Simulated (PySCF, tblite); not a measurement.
**C₇H₇N₃: geometry, infrared bands and NMR shifts**

Aim: predict the infrared bands and NMR shifts of C₇H₇N₃ (`Cc1cccc2cnnn12`).

Computed with tblite 0.8.0 and PySCF 2.14.0, with density-fitted response routines of our own, on a single molecule in the gas phase. Atoms count from 0, in the outputs and in this text.

### Step 1. The molecule as given

17 atoms, charge 0, multiplicity 1; geometry from: force field or distance geometry start.

Bonds of the start (Å): C0–C1 1.51, C1–C2 1.34, C2–C3 1.47, C3–C4 1.35, C4–C5 1.42, C5–C6 1.37, C6–N7 1.36, N7–N8 1.32, N8–N9 1.36, N9–C1 1.41, N9–C5 1.40, C0–H10 1.09, C0–H11 1.10, C0–H12 1.08, C2–H13 1.08, C3–H14 1.09, C4–H15 1.09, C6–H16 1.08.

### Step 2. Relaxing the molecule with GFN2-xTB

Job settings and geometry (Å):

```
{"job": {"kind": "relax", "xc": "GFN2-xTB", "basis": "xTB"}, "charge": 0, "multiplicity": 1}
C      2.374500    -0.577200    -0.104300
C      1.011600     0.070600    -0.021400
C      0.845000     1.391600     0.138100
C     -0.513400     1.941800     0.207000
C     -1.598500     1.138500     0.155500
C     -1.423900    -0.260000    -0.008500
C     -2.228800    -1.357700    -0.114900
N     -1.457100    -2.474900    -0.240400
N     -0.182500    -2.117400    -0.225500
N     -0.121900    -0.764100    -0.077700
H      3.168100     0.163400    -0.038800
H      2.504800    -1.295100     0.713200
H      2.473800    -1.099800    -1.046700
H      1.673100     2.087700     0.192800
H     -0.622900     3.017800     0.335300
H     -2.601500     1.555900     0.221800
H     -3.307200    -1.408900    -0.095300
```

The run is started by

```console
OMP_NUM_THREADS=1 python probes_run.py task.json out
```

This one command runs all jobs of the session in turn.

**Question.** This job is followed by: GFN2-xTB harmonic vibrations, gas phase; GIAO PBE0/pcSseg-1 NMR shielding, non-relativistic, gas phase. What will the session give for the following? strongest single infrared mode (GFN2-xTB); zero-point energy (GFN2-xTB); 13C shifts against TMS (PBE0/pcSseg-1); 1H shifts against TMS (PBE0/pcSseg-1, means over atoms taken as alike); 15N shifts against NH3 (PBE0/pcSseg-1); surface potential, 1st and 99th percentile.

As calculated:

| quantity | value |
| --- | --- |
| strongest single infrared mode (GFN2-xTB) | 1286 cm⁻¹, 86 km/mol |
| zero-point energy (GFN2-xTB) | 81.5 kcal/mol |
| 13C shifts against TMS (PBE0/pcSseg-1) | 141.0, 140.9, 129.5, 129.3, 121.0, 117.6, 20.9 ppm |
| 1H shifts against TMS (PBE0/pcSseg-1, means over atoms taken as alike) | 8.26, 7.92, 7.40, 7.00, 3.08 ppm |
| 15N shifts against NH3 (PBE0/pcSseg-1) | 394.7, 366.3, 285.9 ppm |
| surface potential, 1st and 99th percentile | -2.00 V and 1.26 V |

In words: Over 29 steps the energy fell by 0.267 eV; of the close pairs, C2–C3 changed most, 1.467 to 1.413 Å. No mode is imaginary among the 45: a minimum at this level. The strongest single mode, at 1286 cm⁻¹, is spread over several atoms, N8, N7, N9, C6 among them. GFN2-xTB is a fitted tight-binding method: band positions and strengths are rough. Its intensities can rank the bands wrongly. At PBE0/pcSseg-1: The widest tensor belongs to N7: span 589 ppm, with a paramagnetic part of -455 ppm. NICS(1)zz of -23 ppm above the planar ring from C1 marks a diatropic (aromatic) ring current. NICS(1)zz of -41 ppm above the planar ring from C5 marks a diatropic (aromatic) ring current. By nearest atom (PBE0/pcSseg-1), the HOMO sits on C6 22 %; N8 20 % and the LUMO on C1, C4 about 22 % each; C3 14 %.
